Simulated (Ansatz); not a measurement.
Task: a frozen displacement of one atom of Be4FeGe, space group F-43m, with Ansatz's Python interface. Give the script and its output. Use (first run): PBEsol, PAW, cutoff 470 eV, 7×7×7 k-points, Fermi-Dirac smearing of 0.05 eV, collinear spin.

```cif
data_structure
_symmetry_space_group_name_H-M 'P 1'
_symmetry_Int_Tables_number 1
_cell_length_a 4.2253
_cell_length_b 4.2253
_cell_length_c 4.2253
_cell_angle_alpha 60.000
_cell_angle_beta 60.000
_cell_angle_gamma 60.000
_cell_volume 53.34
loop_
_atom_site_label
_atom_site_type_symbol
_atom_site_fract_x
_atom_site_fract_y
_atom_site_fract_z
_atom_site_occupancy
Be1 Be 0.37615 0.37615 0.37615 1
Be2 Be 0.87155 0.37615 0.37615 1
Be3 Be 0.37615 0.37615 0.87155 1
Be4 Be 0.37615 0.87155 0.37615 1
Fe1 Fe 0.75000 0.75000 0.75000 1
Ge1 Ge 0.00000 0.00000 0.00000 1
```

`run_push.py`
```python
import warnings

import ansatz as az
import numpy as np

warnings.simplefilter("ignore", az.DeckWarning)

cell = (
    az.Lattice.of((0.0, 2.98773, 2.98773), (2.98773, 0.0, 2.98773), (2.98773, 2.98773, 0.0))
    .atom("Be", (0.37615, 0.37615, 0.37615))
    .atom("Be", (0.87155, 0.37615, 0.37615))
    .atom("Be", (0.37615, 0.37615, 0.87155))
    .atom("Be", (0.37615, 0.87155, 0.37615))
    .atom("Fe", (0.75, 0.75, 0.75))
    .atom("Ge", (0.0, 0.0, 0.0))
    .moments(Fe=3.5)
)

inverse = np.linalg.inv(np.array(cell.lattice.vectors))
home = np.array(cell.sites[1].position)
values = np.linspace(-0.02, 0.02, 5)
energies, pulls = [], []
for shift in values:
    moved = cell.move(1, to=home + shift * inverse[1])
    calculation = (
        moved.calculation()
        .functional("pbesol")
        .basis(470)
        .kpoints(7)
        .occupations("fermi_dirac", width=0.05)
        .spin(az.SpinTreatment.COLLINEAR)
        .forces()
    )
    summary = calculation.run(threads=1, backend="cpu").report
    energies.append(summary["free_energy_ev"])
    pulls.append(summary["forces_ev_ang"][1][1])

print("shift (A)   dE (eV)   force along y (eV/A)")
for shift, e, f in zip(values, energies, pulls):
    print(f"{shift:8.3f} {e - energies[2]:10.5f} {f:12.4f}")
print(f"stiffness from energies {2 * np.polyfit(values, energies, 2)[0]:.3f}, from forces {-np.polyfit(values, pulls, 1)[0]:.3f} eV/A^2")
```

```console
$ python run_push.py
RunWarning: the starting moments were not kept: the SCF closed with an absolute magnetisation of 2.3e-6 μB, where they sum to 3.5 μB in size (1 site). That is at most 0.1 of that sum. Measured as dr2_m measures the in/out step, that magnetisation stands 1.0e-12 eV from none, at or under the dr2_threshold of 1.0e-7 eV: it is no larger than a step whose dr2_m would equal this threshold. The system may hold no moment; this SCF shows only that its start led to no more than that. To try another [...]
shift (A)   dE (eV)   force along y (eV/A)
  -0.020    0.00202       0.1951
  -0.010    0.00054       0.1008
   0.000    0.00000       0.0066
   0.010    0.00041      -0.0877
   0.020    0.00175      -0.1820
stiffness from energies 9.425, from forces 9.427 eV/A^2
```
(Warnings from the package without file and line, shortened, repeats left out.)

The curvature of the energy gives 9.425 eV/Å² and the slope of the force 9.427 eV/Å², a positive curvature.

The SCF didn't keep the moments it started from (some shrank, vanished or turned); what is printed is the state reached. For a metal this k-point mesh is coarse: on a finer one energies can move by several to tens of meV an atom and pressures by half a GPa or more, differences at one mesh by less. In a metal a curvature from energy changes of a few meV or less hangs on mesh and smearing, in size and even in sign. The structure comes from a database of computed cells and needn't be a stable or known phase. All periodic images of the atom move with it, so the curvature is one diagonal element of the zone-centre force constants and no normal mode; a positive value doesn't exclude soft modes in which several atoms move. The script silences the warnings on its input, which a real study should read. Timing: 4 min on 1 thread of Arm Neoverse V1, on a shared host, peak memory 0.61 GiB.
